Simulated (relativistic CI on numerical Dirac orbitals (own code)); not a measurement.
# B²⁺: one ion under different settings

Aim: see what numerical and physical settings do to the SCF, the total energy and the lowest levels of B²⁺.

Program: relativistic CI on numerical Dirac orbitals (own code) version 3. Level of theory: Dirac-Coulomb-Breit CI, KLI orbitals optimised for each configuration, model QED (radiative potential, 1s self-energy scaled to tabulated hydrogen-like ionisation energies), numerical settings as typed. These are calculated values, not measurements, unless marked.

### 1 The system

```
ion            : B²⁺ (B III)
nuclear charge : 5
electrons      : 3
isotope        : A = 11
```

### 2 Usual settings

The run's settings:

```ini
atom B  Z=5  charge=2  electrons=3
nucleus A=11  rms_radius_fm=2.4060
hamiltonian dirac-coulomb  breit=on  qed=on  c_scale=1
orbitals kli  potential=per-configuration
slater_scale 1
correlation none
mixing on
grid step=0.0125 r_max=34.3
scf mixing=0.4 start=green max_iterations=150 tolerance=2e-08 node_fill=0.05
configurations
  [He] 2s
  [He] 2p
  [He] 3s
  [He] 3p
  [He] 3d
end
```

The run is started by

```sh
$ python run_levels.py task.json out
```

The settings of every run stand in task.json; they run in order.

### 3 Start potential thomas-fermi

The settings differ from step 2 so:

```diff
@@ -8,3 +8,3 @@
 grid step=0.0125 r_max=34.3
-scf mixing=0.4 start=green max_iterations=150 tolerance=2e-08 node_fill=0.05
+scf mixing=0.4 start=thomas-fermi max_iterations=150 tolerance=2e-08 node_fill=0.05
 configurations
```

### 4 Start potential thomas-fermi, iteration limit 20, grid step 0.03

The settings differ from step 3 so:

```diff
@@ -7,4 +7,4 @@
 mixing on
-grid step=0.0125 r_max=34.3
-scf mixing=0.4 start=thomas-fermi max_iterations=150 tolerance=2e-08 node_fill=0.05
+grid step=0.03 r_max=34.3
+scf mixing=0.4 start=thomas-fermi max_iterations=20 tolerance=2e-08 node_fill=0.05
 configurations
```

### 5 End of the grid 51.45, tolerance 1e-06

The settings differ from step 4 so:

```diff
@@ -7,4 +7,4 @@
 mixing on
-grid step=0.03 r_max=34.3
-scf mixing=0.4 start=thomas-fermi max_iterations=20 tolerance=2e-08 node_fill=0.05
+grid step=0.0125 r_max=51.45
+scf mixing=0.4 start=green max_iterations=150 tolerance=1e-06 node_fill=0.05
 configurations
```

### 6 Speed-of-light factor 0.4

The run's settings:

```ini
atom B  Z=5  charge=2  electrons=3
nucleus A=11  rms_radius_fm=2.4060
hamiltonian dirac-coulomb  breit=on  qed=on  c_scale=0.4
orbitals kli  potential=per-configuration
slater_scale 1
correlation none
mixing on
grid step=0.0125 r_max=34.3
scf mixing=0.4 start=green max_iterations=95 tolerance=2e-08 node_fill=0.05
configurations
  [He] 2s
  [He] 2p
  [He] 3s
  [He] 3p
  [He] 3d
end
```

### 7 Node fill 5

The run's settings:

```ini
atom B  Z=5  charge=2  electrons=3
nucleus A=11  rms_radius_fm=2.4060
hamiltonian dirac-coulomb  breit=on  qed=on  c_scale=1
orbitals kli  potential=per-configuration
slater_scale 1
correlation none
mixing on
grid step=0.0125 r_max=34.3
scf mixing=0.4 start=green max_iterations=55 tolerance=2e-08 node_fill=5
configurations
  [He] 2s
  [He] 2p
  [He] 3s
  [He] 3p
  [He] 3d
end
```

(Steps that only read results are left out.)

What does the calculation give? Wanted: lowest level, usual settings; total energy; first excitation.

The runs gave:

| setting | total energy less usual (Ha) | largest shift of a level among the lowest eight of both runs, same label and place (cm⁻¹) | SCF iterations | time | lowest level | kind of change |
| --- | --- | --- | --- | --- | --- | --- |
| usual | 0 | 0 | 43 | 0.14 s | 2s 2S1/2 | - |
| start potential thomas-fermi | 0 | 0 | 46 | 0.16 s | 2s 2S1/2 | numerical |
| start potential thomas-fermi, iteration limit 20, grid step 0.03 | 2.41e-06 | 0.0269 | 46 | 0.086 s | 2s 2S1/2 | numerical |
| end of the grid 51.45, tolerance 1e-06 | 0 | 0 | 36 | 0.14 s | 2s 2S1/2 | numerical |
| speed-of-light factor 0.4 | -0.031 | 442 | 43 | 0.14 s | 2s 2S1/2 | unsound |
| node fill 5 | 0.0148 | 3440 | 48 | 0.15 s | 2s 2S1/2 | unsound |

| quantity | value |
| --- | --- |
| lowest level, usual settings | 2s 2S1/2 |
| total energy | -23.3805 Ha |
| first excitation | 48877 cm⁻¹ |

Among the runs whose levels can be followed, they move most under «node fill 5» (unsound), by up to 3440 cm⁻¹. No visible change in the result comes from «start potential thomas-fermi» or «start potential thomas-fermi, iteration limit 20, grid step 0.03» or «end of the grid 51.45, tolerance 1e-06». Only the listed configurations are in the model. Near neutrality, missing correlation can shift configurations against each other by thousands of cm⁻¹.
